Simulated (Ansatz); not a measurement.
The system is LaPb2.

```
Pb La
1.0
    -2.06634    2.06634    5.63845
     2.06634   -2.06634    5.63845
     2.06634    2.06634   -5.63845
Pb La
2 1
Direct
  0.68639 0.68639 0.00000
  0.31361 0.31361 0.00000
  0.00000 0.00000 0.00000
```

The cell comes from a database or a generator and needn't be the stable form of this composition.

```yaml
Program: Ansatz 0.2.0
Task: relaxation of cell and atoms
Functional: PBEsol
Potentials_or_basis: Ansatz PAW
Cutoff: "420 eV (not typed: the program's choice for these potentials)"
k_mesh: 9 × 9 × 9
Occupations: fermi-dirac, width 0.05 eV
Spin: no spin polarisation
```

At the start: volume 32.10 Å³/atom.

Problem. How do energy, volume and symmetry change on relaxing?

Solution. It ends after 5 steps and the volume is 30.18 Å³/atom (-6.0 %); space group I4/mmm (No. 139, to 0.05 Å).

The path:
```
step  energy change (eV)  largest force (eV/Å)  volume (Å³)
   1              0.0000                0.0038        96.30
   2             -0.0545                0.0676        89.68
   3             -0.0588                0.0090        90.50
   4             -0.0591                0.0070        90.54
   5             -0.0587                0.0070        90.54
```

Final structure:
```
CELL_PARAMETERS angstrom
-2.00202 2.00202 5.64720
2.00202 -2.00202 5.64720
2.00202 2.00202 -5.64720
ATOMIC_POSITIONS crystal
Pb 0.68460 0.68460 0.00000
Pb 0.31540 0.31540 0.00000
La 0.00000 0.00000 0.00000
```

Caveat: the plane-wave basis is chosen anew once the cell has moved, so the energies of steps on either side of that aren't comparable; the PAW data sets come from PBE, with cores solved anew for the run's functional, which leaves a small shift of forces and pressure.
